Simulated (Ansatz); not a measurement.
Predict the output of the script below (Ansatz 0.2.0 through its Python package).

The script, `run_x2c.py`:
```python
"""Scalar relativity in AsN(+)."""

import warnings

import ansatz
import numpy as np

GEOMETRY = """
As    0.00000    0.00000    0.00000
N     0.00000    0.00000    1.93000
"""

warnings.simplefilter("ignore", ansatz.DeckWarning)

mol = ansatz.Crystal.molecule()
for line in GEOMETRY.strip().splitlines():
    symbol, *xyz = line.split()
    mol = mol.atom(symbol, [float(v) for v in xyz])

base = (
    mol.calculation()
    .functional("b3lyp")
    .charge(1)
    .spin("collinear", total=1)
    .forces()
)
# a set contracted for a scalar-relativistic Hamiltonian goes with the relativistic run
sets = {"none": "cc-pVTZ", "scalar": "cc-pVTZ-DK"}
found = {kind: base.basis(gaussian=basis).pseudopotentials(relativity=kind).run(threads=1, pin="off").report for kind, basis in sets.items()}
for kind, each in found.items():
    dipole = 4.803205 * np.linalg.norm(each["charge_distribution"]["dipole_moment_e_ang"])
    print(f"{kind:7s} E = {each['free_energy_ev']:.4f} eV  dipole {dipole:.3f} D  largest force component {np.abs(each['forces_ev_ang']).max():.4f} eV/A")
print(f"relativity lowers the total energy by {found['none']['free_energy_ev'] - found['scalar']['free_energy_ev']:.3f} eV")
```

Running `python run_x2c.py` prints:
```text
none    E = -62320.5411 eV  dipole 1.669 D  largest force component 3.9139 eV/A
scalar  E = -62998.3209 eV  dipole 1.698 D  largest force component 3.8793 eV/A
relativity lowers the total energy by 677.780 eV
```

Caveats:
- These settings explore the input space; basis and method may be short of convergence.
- The geometry is a force-field or estimated start, not a minimum of this method. The basis set changes with the Hamiltonian (a set recontracted for scalar relativity), and most of the change in the total lies in the cores.
- The species is open-shell (spin multiplicity 2).
- The expectation value of S² is noticeably off S(S+1) in at least one run, so that state is spin-contaminated.
- An ion's dipole depends on the origin; the program takes it about the centre of nuclear charge.
- b3lyp holds the VWN-RPA fit, as in Gaussian; the form of ORCA and Turbomole is b3lyp5.
- The spin state was assumed, and another may lie lower.
- Wall time of the script: 27 s on 1 thread of Arm Neoverse V2, with other jobs on the host, peak memory 0.25 GiB.
